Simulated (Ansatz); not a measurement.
Geometry optimisation, Ansatz, DFT PBE, scalar-relativistic, plane waves, PAW.

input.yaml

```yaml
accuracy: low
crystal:
  lattice:
    - [0.0, 5.43, 5.43]
    - [5.43, 0.0, 5.43]
    - [5.43, 5.43, 0.0]
  atoms:
    - { symbol: Si, position: [0.0, 0.0, 0.0] }
    - { symbol: Si, position: [0.125, 0.125, 0.125] }
    - { symbol: Si, position: [0.0, 0.0, 0.5] }
    - { symbol: Si, position: [0.125, 0.125, 0.625] }
    - { symbol: Si, position: [0.0, 0.5, 0.0] }
    - { symbol: Si, position: [0.125, 0.625, 0.125] }
    - { symbol: Si, position: [0.0, 0.5, 0.5] }
    - { symbol: Si, position: [0.125, 0.625, 0.625] }
    - { symbol: Si, position: [0.5, 0.0, 0.0] }
    - { symbol: Si, position: [0.625, 0.125, 0.125] }
    - { symbol: Si, position: [0.5, 0.0, 0.5] }
    - { symbol: Si, position: [0.625, 0.125, 0.625] }
    - { symbol: Si, position: [0.5, 0.5, 0.0] }
    - { symbol: Si, position: [0.625, 0.625, 0.125] }
    - { symbol: Si, position: [0.5, 0.5, 0.5] }
    - { symbol: Si, position: [0.625, 0.625, 0.625] }
    - { symbol: Si, position: [0.366695, 0.375257, 0.872322] }
basis:
  ecutwfc: 420.0
kpoints:
  mp_grid: { grid: [2, 2, 2] }
hamiltonian:
  xc: pbe
  pseudopotentials: { kind: paw, azcp: { folder: soft_1 } }
scf:
  occupations: { method: fermi_dirac, width: 0.05 }
  lower_state_search: "off"
relax:
  f_tol: 0.08
  max_steps: 25
  adjacent_minimum: "off"
```

Command:

```bash
$ ansatz run input.yaml --threads 1 --pin off --max-ram 3072MiB --backend cpu --events-out ev --progress --plain --runs-dir out
```

Q: Where does it end, and by what steps?

A: The run converged. Limits of this set-up: coarse k mesh, a small cell, in which the defect meets its images, low accuracy level. After 2 steps the energy has fallen by 0.148 eV; Si17 moved furthest, 0.07 Å.

```json
{"step": "0", "energy less start (eV)": "0.0000", "largest force component (eV/Å)": "0.771", "accepted": "yes"}
{"step": "1", "energy less start (eV)": "-0.1278", "largest force component (eV/Å)": "0.271", "accepted": "yes"}
{"step": "2", "energy less start (eV)": "-0.1478", "largest force component (eV/Å)": "0.022", "accepted": "yes"}
```

```xyz
17
Lattice="0.0000 5.4300 5.4300 5.4300 0.0000 5.4300 5.4300 5.4300 0.0000" Properties=species:S:1:pos:R:3
Si -0.006 -0.009 0.001
Si 1.357 1.355 1.321
Si 2.722 2.716 0.003
Si 4.073 4.070 1.356
Si 2.736 -0.027 2.690
Si 4.103 1.355 4.071
Si 5.423 2.714 2.706
Si 6.787 4.032 4.071
Si -0.024 2.737 2.688
Si 1.357 4.102 4.070
Si 2.719 5.422 2.708
Si 4.040 6.785 4.070
Si 2.737 2.736 5.451
Si 4.070 4.071 6.786
Si 5.406 5.401 5.451
Si 6.787 6.784 6.817
Si 6.786 6.784 4.069
```

Whether the end is a true minimum wasn't checked by a vibrational analysis.

Run time: 18 s on 1 thread of Arm Neoverse V1, on a shared host, peak memory 0.49 GiB.
